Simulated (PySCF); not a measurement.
# CH10GeOSi2: runs on many settings

Aim: see how CH10GeOSi2 (`[SiH3]C[SiH2][O][GeH3]`) answers to the choice of functional, basis, grid and SCF options, and what happens with inputs that are wrong on purpose.

Programs: PySCF 2.14.0, with density-fitted response routines of our own. Each step states its level of theory. These are calculated values for one molecule, in the gas phase or a continuum, unless marked as measured. Atoms are numbered from 0 throughout.

## Step 1: The starting structure

15 atoms, charge 0, multiplicity 1; geometry from: GFN2-xTB.

Bonds of the start (Å): Si0–C1 1.90, C1–Si2 1.90, Si2–O3 1.63, O3–Ge4 1.73, Si0–H5 1.47, Si0–H6 1.47, Si0–H7 1.47, C1–H8 1.09, C1–H9 1.09, Si2–H10 1.46, Si2–H11 1.47, Ge4–H12 1.50, Ge4–H13 1.50, Ge4–H14 1.50.

## Step 2: NMR shieldings: PBE0/pcSseg-1

What the job is given:

```
{"job": {"kind": "nmr", "xc": "PBE0", "basis": "pcSseg-1"}, "charge": 0, "multiplicity": 1}
Si    -1.872083     0.304727    -0.584564
C     -1.142872    -1.009282     0.572091
Si     0.313732    -0.426826     1.642010
O      1.597832    -0.016826     0.731580
Ge     2.195144     0.680286    -0.734048
H     -2.429909     1.411990     0.197642
H     -0.841394     0.821640    -1.499851
H     -2.947023    -0.296432    -1.384728
H     -0.820778    -1.862496    -0.027208
H     -1.927626    -1.379621     1.230903
H      0.850922    -1.505586     2.473262
H     -0.065397     0.748553     2.432029
H      1.790858    -0.216793    -1.867626
H      1.616032     2.057288    -0.874025
H      3.678150     0.697367    -0.523657
```

With the program's defaults for keys left out, this is: GIAO PBE0/pcSseg-1 NMR shielding, non-relativistic, gas phase.

On the command line:

```console
OMP_NUM_THREADS=1 python probes_run.py task.json out
```

One launch serves the whole session: the jobs run in the order shown.

The program printed:

```text
coarse grid: 55320 points
cycle   1  E = -2774.3180170340  dE = -4.360e-01  |g| = 1.183e+00  |ddm| = 3.526e+00
cycle   2  E = -2774.0060272728  dE =  3.120e-01  |g| = 1.705e+00  |ddm| = 1.950e+00
cycle   3  E = -2774.4668577905  dE = -4.608e-01  |g| = 2.980e-01  |ddm| = 1.545e+00
cycle   4  E = -2774.4816911316  dE = -1.483e-02  |g| = 7.502e-02  |ddm| = 2.402e-01
cycle   5  E = -2774.4823900838  dE = -6.990e-04  |g| = 1.330e-02  |ddm| = 5.988e-02
cycle   6  E = -2774.4824338046  dE = -4.372e-05  |g| = 4.523e-03  |ddm| = 1.768e-02
cycle   7  E = -2774.4824378996  dE = -4.095e-06  |g| = 9.746e-04  |ddm| = 3.859e-03
final grid: 113032 points
cycle   8  E = -2774.4825348006  dE = -3.531e-08  |g| = 1.031e-03  |ddm| = 2.141e-03
cycle   9  E = -2774.4825347089  dE =  9.166e-08  |g| = 1.231e-03  |ddm| = 1.641e-03
cycle  10  E = -2774.4825349987  dE = -2.898e-07  |g| = 9.872e-05  |ddm| = 9.315e-04
cycle  11  E = -2774.4825350008  dE = -2.114e-09  |g| = 2.696e-05  |ddm| = 1.121e-04
cycle  12  E = -2774.4825350009  dE = -1.055e-10  |g| = 4.597e-06  |ddm| = 1.972e-05
converged SCF energy = -2774.4825350009

GIAO shielding tensors (ppm)
atom      isotropic    diamagn.    paramagn.     s11        s22        s33       span
  0 Si     424.315     880.989    -456.674    399.636    407.010    466.299     66.663
  1 C      192.327     260.267     -67.940    176.597    194.761    205.622     29.025
  2 Si     366.496     880.060    -513.564    319.119    360.206    420.162    101.043
  3 O      342.776     403.774     -60.998    247.145    372.117    409.066    161.921
  4 Ge    1408.126    2757.100   -1348.974   1298.619   1319.871   1605.888    307.269
  5 H       27.699      30.013      -2.314     24.756     25.421     32.920      8.164
  6 H       27.503      31.425      -3.922     23.027     27.974     31.508      8.481
  7 H       27.499      29.339      -1.840     23.920     25.136     33.440      9.519
  8 H       31.465      33.570      -2.105     27.807     28.461     38.127     10.320
  9 H       32.210      30.783       1.427     26.861     28.934     40.836     13.975
 10 H       26.282      29.083      -2.801     21.979     24.871     31.995     10.016
 11 H       26.538      30.042      -3.504     22.968     25.018     31.628      8.660
 12 H       26.648      30.111      -3.463     19.953     23.362     36.629     16.676
 13 H       26.610      29.604      -2.993     20.074     22.953     36.804     16.730
 14 H       26.696      28.208      -1.512     19.522     22.199     38.366     18.843
```

It took 71 s on 1 thread, shared host.

Shifts follow as δ = σ(reference) − σ, with reference shieldings (ppm) from runs at the same level and on the same kind of geometry: 1H TMS 31.72, 13C TMS 186.9, 29Si TMS 349.2, 17O H2O 336.1, 73Ge GeMe4 1331. The references are single molecules in the gas phase, so shifts against H2O, NH3, PH3, H3PO4 or CFCl3 are not on the usual liquid scales and can be off by tens of ppm. Atoms listed in one row are averaged.

```csv
atoms,environment,σ (ppm),δ (ppm)
C1,sp3 CH2 bonded to 2 Si,192.3,-5.4
"H10, H11","hydrogen on a silicon bonded to C, O",26.41,5.31
"H12, H13, H14",hydrogen on a germanium bonded to O,26.65,5.07
"H5, H6, H7",hydrogen on a silicon bonded to C,27.57,4.15
"H8, H9",hydrogen on an sp3 CH2 bonded to 2 Si,31.84,-0.12
Si2,"silicon bonded to C, O, 2 H",366.5,-17.3
Si0,"silicon bonded to C, 3 H",424.3,-75.2
O3,"oxygen bonded to Ge, Si",342.8,-6.7
Ge4,"germanium bonded to O, 3 H",1408,-77
```

The run also stored atomic charges by several schemes (e):

```csv
atoms,Mulliken,IAO,Hirshfeld,ESP fit
Si0,0.47,0.61,0.31,0.49
C1,-0.88,-0.86,-0.25,-0.50
Si2,0.92,1.02,0.39,0.66
O3,-0.84,-0.86,-0.33,-0.46
Ge4,0.54,0.75,0.40,0.44
```

Mayer bond orders: Si0–C1 0.93, C1–Si2 0.89, Si2–O3 0.96, O3–Ge4 0.76.

## Step 3: Excited states and response: PBE0/def2-SVPD

Same as in step 2 but for these lines:

```diff
@@ -1,2 +1,2 @@
-{"job": {"kind": "nmr", "xc": "PBE0", "basis": "pcSseg-1"}, "charge": 0, "multiplicity": 1}
+{"job": {"kind": "uv", "xc": "PBE0", "basis": "def2-SVPD", "nstates": 6, "ntriplets": 2}, "charge": 0, "multiplicity": 1}
 Si    -1.872083     0.304727    -0.584564
```

Level: TDDFT PBE0/def2-SVPD, vertical, gas phase, core orbitals frozen in the response.

The program printed:

```text
coarse grid: 55320 points
cycle   1  E = -2774.0801013252  dE = -3.919e-01  |g| = 8.637e-01  |ddm| = 4.800e+00
cycle   2  E = -2773.7835787054  dE =  2.965e-01  |g| = 1.487e+00  |ddm| = 2.599e+00
cycle   3  E = -2774.2078086504  dE = -4.242e-01  |g| = 1.690e-01  |ddm| = 1.807e+00
cycle   4  E = -2774.2128529394  dE = -5.044e-03  |g| = 5.389e-02  |ddm| = 2.859e-01
cycle   5  E = -2774.2133924216  dE = -5.395e-04  |g| = 1.065e-02  |ddm| = 7.656e-02
cycle   6  E = -2774.2134253291  dE = -3.291e-05  |g| = 2.594e-03  |ddm| = 2.013e-02
cycle   7  E = -2774.2134266131  dE = -1.284e-06  |g| = 3.946e-04  |ddm| = 3.489e-03
final grid: 113032 points
cycle   8  E = -2774.2134987486  dE = -1.553e-07  |g| = 3.453e-04  |ddm| = 7.420e-03
cycle   9  E = -2774.2134987527  dE = -4.171e-09  |g| = 3.445e-04  |ddm| = 1.103e-03
cycle  10  E = -2774.2134987728  dE = -2.002e-08  |g| = 3.458e-05  |ddm| = 4.294e-04
cycle  11  E = -2774.2134987731  dE = -3.129e-10  |g| = 9.756e-06  |ddm| = 7.500e-05
converged SCF energy = -2774.2134987731

Static polarisability (au): isotropic 96.669, principal 85.682 97.851 106.475

Singlet excitations
state   eV       nm        f      main configurations
  1   6.8022    182.3   0.00065   H-1->L 0.65, H->L 0.31
  2   6.8607    180.7   0.00690   H->L 0.64, H-1->L 0.30
  3   7.3915    167.7   0.00622   H->L+1 0.86, H->L+2 0.10
  4   7.5184    164.9   0.02046   H-1->L+1 0.93
  5   7.6861    161.3   0.04535   H->L+2 0.59, H-1->L+2 0.09, H-2->L 0.08
  6   7.7703    159.6   0.03323   H-1->L+2 0.53, H-2->L 0.33

Triplet excitations (Tamm-Dancoff, eV): 6.5038 6.5709
```

Wall time 86 s (1 thread, shared host).

The orbitals next to the gap, with their largest atomic shares:

```csv
orbital,eV,atoms
HOMO−3,-9.41,"Si0 20 %, H5 15 %, C1 12 %"
HOMO−2,-9.10,"C1 21 %, Si0 15 %, Ge4 13 %"
HOMO−1,-8.25,"O3 38 %, Si2 17 %, H11 13 %"
HOMO,-8.17,"O3 26 %, C1 23 %, Si2 14 %"
LUMO,-0.08,"Ge4 27 %, Si2 13 %, O3 10 %"
LUMO+1,0.30,"Ge4 25 %, Si0 17 %, H12 9 %"
LUMO+2,0.55,"Ge4 21 %, Si0 16 %, C1 8 %"
```

With each of the 6 states as a Gaussian band of 0.4 eV half-width at 1/e, the curve within the window shown has maxima at 162 nm (ε 4,000) L/(mol cm). Beyond the last state computed it falls off for lack of states. The curve at chosen wavelengths:

nm, ε (L/mol/cm) and a bar:
```
      154       1634 ############
      156       2449 ###################
      158       3225 #########################
      160       3777 #############################
      161       3924 ##############################
      163       3929 ##############################
      165       3589 ###########################
      167       3024 #######################
      169       2380 ##################
      171       1777 #############
      172       1516 ###########
      174       1093 ########
      176        799 ######
      178        608 ####
      180        486 ####
      182        402 ###
      183        368 ###
      185        305 ##
      187        247 ##
      189        193 #
      191        145 #
      193        104 #
      194         86 
      196         58 
      198         37 
      200         23
```

Further results of this job:

```csv
property,computed
dipole moment (D),0.88
polarisability (Å³),14.32
HOMO–LUMO gap (eV),8.09
−ε(HOMO) (eV),8.17
```

## Step 4: NMR shieldings: mPW1PW91/pcSseg-1

Same as in step 3 but for these lines:

```diff
@@ -1,2 +1,2 @@
-{"job": {"kind": "uv", "xc": "PBE0", "basis": "def2-SVPD", "nstates": 6, "ntriplets": 2}, "charge": 0, "multiplicity": 1}
+{"job": {"kind": "nmr", "xc": "mPW1PW91", "basis": "pcSseg-1", "pop": false, "scf": {"conv": 1e-08}}, "charge": 0, "multiplicity": 1}
 Si    -1.872083     0.304727    -0.584564
```

Level: GIAO mPW1PW91/pcSseg-1 NMR shielding, non-relativistic, gas phase.

The program printed:

```text
final grid: 113032 points
cycle   1  E = -2775.1253188755  dE = -4.344e-01  |g| = 1.185e+00  |ddm| = 3.527e+00
cycle   2  E = -2774.8035159822  dE =  3.218e-01  |g| = 1.722e+00  |ddm| = 1.959e+00
cycle   3  E = -2775.2773804925  dE = -4.739e-01  |g| = 2.958e-01  |ddm| = 1.550e+00
cycle   4  E = -2775.2919652942  dE = -1.458e-02  |g| = 7.620e-02  |ddm| = 2.379e-01
cycle   5  E = -2775.2926938706  dE = -7.286e-04  |g| = 1.314e-02  |ddm| = 6.052e-02
cycle   6  E = -2775.2927369656  dE = -4.309e-05  |g| = 4.544e-03  |ddm| = 1.761e-02
cycle   7  E = -2775.2927410882  dE = -4.123e-06  |g| = 9.868e-04  |ddm| = 3.869e-03
cycle   8  E = -2775.2927412720  dE = -1.839e-07  |g| = 1.427e-04  |ddm| = 9.524e-04
cycle   9  E = -2775.2927412772  dE = -5.178e-09  |g| = 3.235e-05  |ddm| = 2.049e-04
converged SCF energy = -2775.2927412772

GIAO shielding tensors (ppm)
atom      isotropic    diamagn.    paramagn.     s11        s22        s33       span
  0 Si     421.874     881.058    -459.184    397.635    404.799    463.187     65.552
  1 C      191.607     260.436     -68.830    176.124    193.972    204.724     28.601
  2 Si     365.747     880.150    -514.403    318.693    360.018    418.530     99.837
  3 O      341.999     403.995     -61.996    248.352    370.781    406.863    158.511
  4 Ge    1402.436    2757.315   -1354.879   1294.674   1315.035   1597.599    302.925
  5 H       27.782      30.097      -2.315     24.843     25.515     32.990      8.147
  6 H       27.588      31.544      -3.955     23.118     28.063     31.583      8.465
  7 H       27.588      29.399      -1.811     24.026     25.225     33.513      9.487
  8 H       31.533      33.672      -2.139     27.892     28.554     38.152     10.260
  9 H       32.266      30.823       1.443     26.965     29.002     40.831     13.865
 10 H       26.390      29.153      -2.763     22.091     24.977     32.101     10.010
 11 H       26.640      30.138      -3.498     23.080     25.112     31.727      8.647
 12 H       26.725      30.201      -3.476     20.038     23.436     36.703     16.665
 13 H       26.687      29.692      -3.006     20.155     23.025     36.880     16.725
 14 H       26.771      28.267      -1.496     19.606     22.273     38.434     18.829
```

Run time: 60 s. Hardware: 1 thread, shared host.

This run: δ C1 -5.5, Si2 -17.8, Si0 -74.0, O3 -7.1, H10 5.25, H12 5.04 ppm (means over like atoms).

## Step 5: Shielding tensors: OLYP/pcSseg-1

Same as in step 4 but for these lines:

```diff
@@ -1,2 +1,2 @@
-{"job": {"kind": "nmr", "xc": "mPW1PW91", "basis": "pcSseg-1", "pop": false, "scf": {"conv": 1e-08}}, "charge": 0, "multiplicity": 1}
+{"job": {"kind": "nmr", "xc": "OLYP", "basis": "pcSseg-1", "pop": true, "scf": {"diis": false, "max_cycle": 69}}, "charge": 0, "multiplicity": 1}
 Si    -1.872083     0.304727    -0.584564
```

Method: GIAO OLYP/pcSseg-1 NMR shielding, non-relativistic, gas phase.

The program printed:

```text
final grid: 113032 points
cycle   1  E = -2775.4271502697  dE = -3.966e-01  |g| = 1.303e+00  |ddm| = 3.613e+00
cycle   2  E = -2774.3223498299  dE =  1.105e+00  |g| = 2.592e+00  |ddm| = 3.834e+00
cycle   3  E = -2772.4915772144  dE =  1.831e+00  |g| = 4.386e+00  |ddm| = 4.805e+00
cycle   4  E = -2756.9697289703  dE =  1.552e+01  |g| = 5.061e+00  |ddm| = 2.522e+01
cycle   5  E = -2598.0610269951  dE =  1.589e+02  |g| = 2.637e+01  |ddm| = 3.012e+01
cycle   6  E = -2501.0416370876  dE =  9.702e+01  |g| = 2.308e+01  |ddm| = 4.083e+01
cycle   7  E = -2300.6203904898  dE =  2.004e+02  |g| = 3.176e+01  |ddm| = 5.037e+01
cycle   8  E = -2338.3389728306  dE = -3.772e+01  |g| = 3.517e+01  |ddm| = 6.725e+01
cycle   9  E = -2227.8023308868  dE =  1.105e+02  |g| = 3.412e+01  |ddm| = 6.461e+01
cycle  10  E = -2247.5437580631  dE = -1.974e+01  |g| = 3.704e+01  |ddm| = 6.482e+01
[... 49 cycles left out ...]
cycle  60  E = -2213.4309357782  dE = -3.843e+00  |g| = 3.688e+01  |ddm| = 6.314e+01
cycle  61  E = -2209.5878012104  dE =  3.843e+00  |g| = 3.693e+01  |ddm| = 6.314e+01
cycle  62  E = -2213.4309357782  dE = -3.843e+00  |g| = 3.688e+01  |ddm| = 6.314e+01
cycle  63  E = -2209.5878012104  dE =  3.843e+00  |g| = 3.693e+01  |ddm| = 6.314e+01
cycle  64  E = -2213.4309357782  dE = -3.843e+00  |g| = 3.688e+01  |ddm| = 6.314e+01
cycle  65  E = -2209.5878012104  dE =  3.843e+00  |g| = 3.693e+01  |ddm| = 6.314e+01
cycle  66  E = -2213.4309357782  dE = -3.843e+00  |g| = 3.688e+01  |ddm| = 6.314e+01
cycle  67  E = -2209.5878012103  dE =  3.843e+00  |g| = 3.693e+01  |ddm| = 6.314e+01
cycle  68  E = -2213.4309357782  dE = -3.843e+00  |g| = 3.688e+01  |ddm| = 6.314e+01
cycle  69  E = -2209.5878012104  dE =  3.843e+00  |g| = 3.693e+01  |ddm| = 6.314e+01
SCF not converged, last energy = -2209.5878012104
```

Run time: 5.2 min. Hardware: 1 thread, shared host.

Why it failed: The SCF swings between two densities 3.84 Eh apart: plain iteration without DIIS overshoots. The remedy is to turn DIIS on. Numbers printed on the way are no properties of the molecule.

## Step 6: Shielding tensors: mPW1PW91/cc-pVDZ in tetrahydrofuran

Same as in step 5 but for these lines:

```diff
@@ -1,2 +1,2 @@
-{"job": {"kind": "nmr", "xc": "OLYP", "basis": "pcSseg-1", "pop": true, "scf": {"diis": false, "max_cycle": 69}}, "charge": 0, "multiplicity": 1}
+{"job": {"kind": "nmr", "xc": "mPW1PW91", "basis": "cc-pVDZ", "solvent": "tetrahydrofuran", "pop": false, "grid": 4, "scf": {"conv": 1e-11}}, "charge": 0, "multiplicity": 1}
 Si    -1.872083     0.304727    -0.584564
```

Method: GIAO mPW1PW91/cc-pVDZ NMR shielding, non-relativistic, IEF-PCM tetrahydrofuran.

The program printed:

```text
final grid: 301976 points
cycle   1  E = -2775.3700701365  dE = -2.932e-01  |g| = 8.077e-01  |ddm| = 6.681e+00
cycle   2  E = -2775.1164047116  dE =  2.537e-01  |g| = 1.375e+00  |ddm| = 2.833e+00
cycle   3  E = -2775.4948854363  dE = -3.785e-01  |g| = 1.165e-01  |ddm| = 1.741e+00
cycle   4  E = -2775.4973205845  dE = -2.435e-03  |g| = 5.471e-02  |ddm| = 2.692e-01
cycle   5  E = -2775.4981043657  dE = -7.838e-04  |g| = 8.656e-03  |ddm| = 1.033e-01
cycle   6  E = -2775.4981247094  dE = -2.034e-05  |g| = 8.114e-04  |ddm| = 2.460e-02
cycle   7  E = -2775.4981249115  dE = -2.021e-07  |g| = 1.500e-04  |ddm| = 2.740e-03
cycle   8  E = -2775.4981249189  dE = -7.427e-09  |g| = 3.297e-05  |ddm| = 5.335e-04
cycle   9  E = -2775.4981249192  dE = -2.683e-10  |g| = 8.612e-06  |ddm| = 1.244e-04
cycle  10  E = -2775.4981249192  dE = -3.865e-11  |g| = 1.527e-06  |ddm| = 2.676e-05
cycle  11  E = -2775.4981249192  dE =  1.546e-11  |g| = 2.942e-07  |ddm| = 4.486e-06
cycle  12  E = -2775.4981249192  dE = -1.819e-12  |g| = 2.236e-08  |ddm| = 7.134e-07
converged SCF energy = -2775.4981249192

GIAO shielding tensors (ppm)
atom      isotropic    diamagn.    paramagn.     s11        s22        s33       span
  0 Si     482.355     883.439    -401.083    461.347    468.097    517.621     56.274
  1 C      202.840     244.530     -41.691    188.830    205.000    214.689     25.859
  2 Si     433.244     883.047    -449.803    389.143    429.267    481.321     92.178
  3 O      346.567     390.524     -43.958    260.228    377.309    402.163    141.935
  4 Ge    1609.815    2756.294   -1146.479   1522.732   1538.679   1768.032    245.300
  5 H       27.920      30.950      -3.030     24.904     25.574     33.282      8.378
  6 H       27.708      32.867      -5.160     23.314     27.954     31.855      8.541
  7 H       27.693      29.906      -2.213     24.164     25.218     33.697      9.533
  8 H       31.314      30.901       0.413     27.886     28.419     37.636      9.750
  9 H       31.932      28.480       3.451     26.814     28.780     40.201     13.388
 10 H       26.458      30.020      -3.561     22.030     24.902     32.443     10.413
 11 H       26.692      31.227      -4.536     23.052     24.967     32.055      9.003
 12 H       26.677      30.634      -3.957     19.843     23.332     36.856     17.013
 13 H       26.678      30.285      -3.607     20.057     22.902     37.075     17.018
 14 H       26.768      28.733      -1.964     19.455     22.205     38.645     19.190
```

It took 2.2 min on 1 thread, shared host.

In short: σ C1 202.8, Si2 433.2, Si0 482.4, O3 346.6, H10 26.58, H12 26.71 ppm (means over like atoms).

## Step 7: Side by side: NMR shifts

Isotropic shieldings (ppm) of some atoms, chosen among heavy atoms and hydrogens apart, means over like atoms, with basis size and wall time:

```csv
run,C1,H5,H8,Si2,Si0,O3,Ge4,functions,time
PBE0/pcSseg-1,192.3,27.57,31.84,366.5,424.3,342.8,1408,173,71 s
mPW1PW91/pcSseg-1,191.6,27.65,31.90,365.7,421.9,342.0,1402,173,60 s
mPW1PW91/cc-pVDZ in tetrahydrofuran,202.8,27.77,31.62,433.2,482.4,346.6,1610,141,2.2 min
```

## Step 8: Summary of results

| quantity | value |
| --- | --- |
| 13C shifts against TMS (PBE0/pcSseg-1) | -5.4 ppm |
| 1H shifts against TMS (PBE0/pcSseg-1, means over atoms taken as alike) | 5.31, 5.07, 4.15, -0.12 ppm |
| 29Si shifts against TMS (PBE0/pcSseg-1) | -17.3, -75.2 ppm |
| 17O shifts against H2O (PBE0/pcSseg-1) | -6.7 ppm |
| 73Ge shifts against GeMe4 (PBE0/pcSseg-1) | -77 ppm |
| lowest singlet (PBE0/def2-SVPD) | 6.80 eV (182 nm), f = 0.001 |
| brightest single state of those computed | state 5, 7.69 eV, f = 0.045 |
| lowest triplet | 6.50 eV |
| range of the shielding of Ge4 | 1402 to 1610 ppm |
| property runs in this session | 5, of which 1 failed and 0 gave unsound results |

What this shows: Single values in the summary come from the first run of each kind that ended normally (PBE0/pcSseg-1; PBE0/def2-SVPD), which need not be the best level. At PBE0/pcSseg-1: The largest span, 307 ppm, is at Ge4, where the paramagnetic term is -1349 ppm. The lowest singlet, at 6.80 eV, is HOMO−1→LUMO 0.65, HOMO→LUMO 0.31 and is dark; of the 6 states computed, the strongest absorption comes from state 5 at 7.69 eV (the last state computed is bright too, and its partners may lie past the list). The lowest triplet lies 0.30 eV below the lowest singlet (triplets in Tamm-Dancoff, singlets in full TDDFT). Across the 3 runs the shielding of Ge4 moves most, between 1402 (mPW1PW91/pcSseg-1) and 1610 ppm (mPW1PW91/cc-pVDZ in tetrahydrofuran). Spin-orbit coupling is left out, which matters for shieldings and couplings at and beside the heavy atoms.
